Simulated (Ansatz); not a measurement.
# CH5NOSiZn: a ladder of functionals and wavefunction methods

The task here is to estimate one member of a computed series from the others.

Method: functionals in def2-TZVPP, the program's frozen cores in correlated methods; program: Ansatz 0.2.0, Gaussian basis.

The runs, in order: LDA (SPW92), PBE-D4, revPBE-D4, BLYP-D4, r2SCAN-D4, B97M-V, PBE0-D4, B3LYP-D4, r2SCANh-D4, r2SCAN0-D4, HSE06-D4, BHLYP-D4, CAM-B3LYP-D4, LC-ωPBE, ωB97X-V, ωB97M-V, B2PLYP, PBE-QIDH; CCSD(T)/def2-SVP; CCSD(T)/def2-TZVPP; MP2/def2-QZVPP; extrapolation to the limit; RPA on PBE.

### The geometry

The geometry comes from an earlier relaxation with PBE0-D4 in a triple-zeta def2 set; it is a stationary point, not always the lowest conformer.

10 atoms, charge 0, spin multiplicity 1.

Atoms are counted from 1 here; the program's logs count them from 0.

Bond lengths: C1–N2 1.478 Å, C1–Si5 1.945 Å, C1–H6 1.099 Å, C1–H7 1.099 Å, N2–Zn3 1.852 Å, N2–H8 1.009 Å, Zn3–O4 1.838 Å, O4–Si5 1.643 Å, Si5–H9 1.490 Å, Si5–H10 1.491 Å. Angles: N2–C1–Si5 113.1°, N2–C1–H6 109.6°, N2–C1–H7 113.0°, Si5–C1–H6 106.7°, Si5–C1–H7 107.2°, H6–C1–H7 106.8°, C1–N2–Zn3 99.6°, C1–N2–H8 112.4°, Zn3–N2–H8 122.2°, N2–Zn3–O4 114.2°, Zn3–O4–Si5 99.4°, C1–Si5–O4 107.8°, C1–Si5–H9 108.1°, C1–Si5–H10 109.2°, O4–Si5–H9 112.0°, O4–Si5–H10 111.2°, H9–Si5–H10 108.4°.

Geometry (Å):

```
C     0.20964   -0.21248    0.78974
N     0.10713   -1.60153    0.29447
Zn   -0.82628   -1.30269   -1.27643
O    -0.77460    0.43782   -1.86502
Si    0.06457    1.11448   -0.62549
H     1.18924   -0.06155    1.26550
H    -0.55144    0.03260    1.54337
H    -0.22281   -2.23955    1.00360
H    -0.62767    2.31166   -0.07010
H     1.43222    1.52125   -1.05964
```

Set-up of the first run:

File in.yaml:

```yaml
crystal:
  periodic: [false, false, false]
  atoms:
    - {symbol: C, position_ang: [0.209637, -0.212477, 0.789741]}
    - {symbol: N, position_ang: [0.107126, -1.601532, 0.294466]}
    - {symbol: Zn, position_ang: [-0.826281, -1.302691, -1.276428]}
    - {symbol: O, position_ang: [-0.774600, 0.437823, -1.865015]}
    - {symbol: Si, position_ang: [0.064572, 1.114475, -0.625490]}
    - {symbol: H, position_ang: [1.189243, -0.061548, 1.265495]}
    - {symbol: H, position_ang: [-0.551442, 0.032596, 1.543369]}
    - {symbol: H, position_ang: [-0.222812, -2.239554, 1.003598]}
    - {symbol: H, position_ang: [-0.627671, 2.311658, -0.070101]}
    - {symbol: H, position_ang: [1.432218, 1.521249, -1.059645]}
basis:
  gaussian: {orbitals: def2-TZVPP}
hamiltonian: {xc: lda}
output: {orbitals: {seedname: orbitals}}
```

Command:

```sh
ansatz run in.yaml --threads 4 --pin off --events-out ev --progress --plain --max-ram 10444MiB
```

Among the steps run: LDA; PBE-D4 (GGA); revPBE-D4 (GGA); BLYP-D4 (GGA); r2SCAN-D4 (meta-GGA); B97M-V (meta-GGA); PBE0-D4 (hybrid); B3LYP-D4 (hybrid); r2SCANh-D4 (hybrid); r2SCAN0-D4 (hybrid); HSE06-D4 (hybrid); BHLYP-D4 (hybrid); CAM-B3LYP-D4 (range-separated); LC-ωPBE (range-separated); ωB97X-V (range-separated); ωB97M-V (range-separated); B2PLYP (double hybrid); PBE-QIDH (double hybrid).

One table of the session follows, with a row left open; its other results are not shown here.

It belongs to the step «Orbital energies across the functionals». 

```
  functional  HOMO (eV)  LUMO (eV)  gap (eV)
 LDA (SPW92)      -5.50      -3.63      1.87
      PBE-D4          ?          ?         ?
   revPBE-D4      -5.26      -3.32      1.94
     BLYP-D4      -5.25      -3.41      1.84
   r2SCAN-D4      -5.53      -3.23      2.30
      B97M-V      -5.64      -3.49      2.15
     PBE0-D4      -6.52      -2.63      3.89
    B3LYP-D4      -6.35      -2.96      3.40
  r2SCANh-D4      -5.98      -2.93      3.05
  r2SCAN0-D4      -6.67      -2.50      4.17
    HSE06-D4      -6.11      -2.99      3.12
    BHLYP-D4      -7.67      -1.97      5.70
CAM-B3LYP-D4      -7.90      -1.81      6.09
     LC-ωPBE      -9.17      -0.58      8.60
     ωB97X-V      -8.84      -0.73      8.11
     ωB97M-V      -8.79      -0.98      7.81
```

**Question.** Estimate the row for PBE-D4.

The run gave: HOMO (eV): -5.33; LUMO (eV): -3.42; gap (eV): 1.91. In the column «HOMO (eV)» it lies between LDA (SPW92) (-5.50) and revPBE-D4 (-5.26).
